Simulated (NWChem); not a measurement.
**GeHF (SMILES [F][GeH]): M06-2X/6-31G(d) (spherical functions)**

What is the vertical ionisation energy of GeHF at M06-2X/6-31G* (spherical functions)? 

The calculation is run with NWChem 7.3.0.

## Step 1: The structure to begin with

The species is GeHF (3 atoms), meant as a singlet with charge 0. As SMILES, `[F][GeH]`. The coordinates come from a PBE0-D4/def2-TZVP relaxation.

Bond lengths: F1–Ge2 1.757 Å, Ge2–H3 1.609 Å. Angles: F1–Ge2–H3 94.2°.

## Step 2: The energy at M06-2X/6-31G(d) (spherical functions)

File calc.nw:

```
start calc
title "FGeH M06-2X"
memory 2200 mb

geometry units angstrom noautosym nocenter noautoz
  F     0.672100    1.012600    0.469700
  Ge   -0.657900    0.195200   -0.335600
  H    -0.025200   -1.272700   -0.147400
end

basis "ao basis" spherical bse
  * library 6-31G*
end

dft
  xc m06-2x
  grid huge
  convergence energy 1e-08
  iterations 100
  mulliken
  noprint "final vectors analysis"
end

task dft
```

Command:

```
$ nwchem calc.nw > calc.out
```

Output:

```text
[...]
          Wavefunction type:  closed shell.
          No. of atoms     :     3
          No. of electrons :    42
[...]
          Charge           :     0
          Spin multiplicity:     1
[...]
          AO basis - number of functions:    48
[...]
              XC Information
              --------------
                       M06-2X Method XC Functional
                     Hartree-Fock (Exact) Exchange  0.540
                        M06-2X Exchange Functional  1.000
                      M06-2X Correlation Potential  1.000
[...]
 d= 0,ls=0.0,diis     1  -2177.0577056110 -2.28D+03  1.90D-02  4.68D-01     2.3
[...]
 d= 0,ls=0.0,diis     9  -2177.1120442899 -1.49D-09  1.16D-06  4.35D-09    18.1
         Total DFT energy =    -2177.112044289938
      One electron energy =    -3232.180421894143
           Coulomb energy =     1045.753365670978
    Exchange-Corr. energy =      -89.897635610437
 Nuclear repulsion energy =       99.212647543663
[...]
      Total Density - Mulliken Population Analysis
     ---------------------------------------------
    Atom       Charge   Shell Charges
 -----------   ------   -------------------------------------------------------
    1 F    9     9.47   2.00  0.92  3.27  1.05  2.22  0.01
    2 Ge  32    31.45   2.00  2.00  6.00  2.00  5.99  1.46  1.27  0.36  0.24  6.91  2.93  0.30
    3 H    1     1.08   0.49  0.59
[...]
```

Run time: 19 s. Hardware: 1 thread of Intel Xeon 6975P-C (Granite Rapids), shared host; peak memory 0.12 GiB.

## Step 3: The doublet cation, same level

File geom.nw:

```
start geom
title "FGeH"
memory total 2200 mb
charge 1

geometry noautosym nocenter noautoz
 F     0.672100    1.012600    0.469700
 Ge   -0.657900    0.195200   -0.335600
 H    -0.025200   -1.272700   -0.147400
end

basis spherical bse
 * library 6-31G*
end

dft
 xc m06-2x
 mult 2
 grid huge
 convergence energy 1e-08
 maxiter 100
 mulliken
 print low
end

task dft energy
```

Command:

```
$ nwchem geom.nw > geom.out
```

Output:

```text
[...]
 d= 0,ls=0.0,diis     1  -2176.3591686620 -2.28D+03  1.88D-02  2.11D+00     3.5
[...]
 d= 0,ls=0.0,diis    12  -2176.7596249168 -4.82D-09  1.08D-06  5.69D-10    37.2
[...]
         Total DFT energy =    -2176.759624916825
      One electron energy =    -3218.835692449010
           Coulomb energy =     1032.441457281362
    Exchange-Corr. energy =      -89.578037292840
 Nuclear repulsion energy =       99.212647543663
[...]
      Total Density - Mulliken Population Analysis
     ---------------------------------------------
    Atom       Charge   Shell Charges
 -----------   ------   -------------------------------------------------------
    1 F    9     9.33   2.00  0.94  3.24  1.04  2.10  0.01
    2 Ge  32    30.87   2.00  2.00  6.00  2.00  5.99  1.47  1.11  0.12  0.05  6.92  2.92  0.29
    3 H    1     0.80   0.43  0.38
[...]
      <S2> =      0.7628 (Exact =     0.7500)
[...]
```

Run time: 38 s. Hardware: 1 thread of Intel Xeon 6975P-C (Granite Rapids), shared host; peak memory 0.13 GiB.

## Step 4: Results

At M06-2X/6-31G* (spherical functions):

```
                                          quantity           value
                        singlet GeHF: total energy  -2177.11204 Eh
                       singlet GeHF: dipole moment          1.74 D
                      doublet cation: total energy  -2176.75962 Eh
                              doublet cation: ⟨S²⟩           0.763
vertical ionisation energy (to the doublet cation)        9.590 eV
```

In words: The vertical ionisation energy comes to 9.59 eV (925 kJ/mol). Mulliken charges (singlet GeHF) run from -0.47 on F1 to +0.55 on Ge2; they depend strongly on the basis. Mulliken charges (doublet cation) run from -0.33 on F1 to +1.13 on Ge2; they depend strongly on the basis.
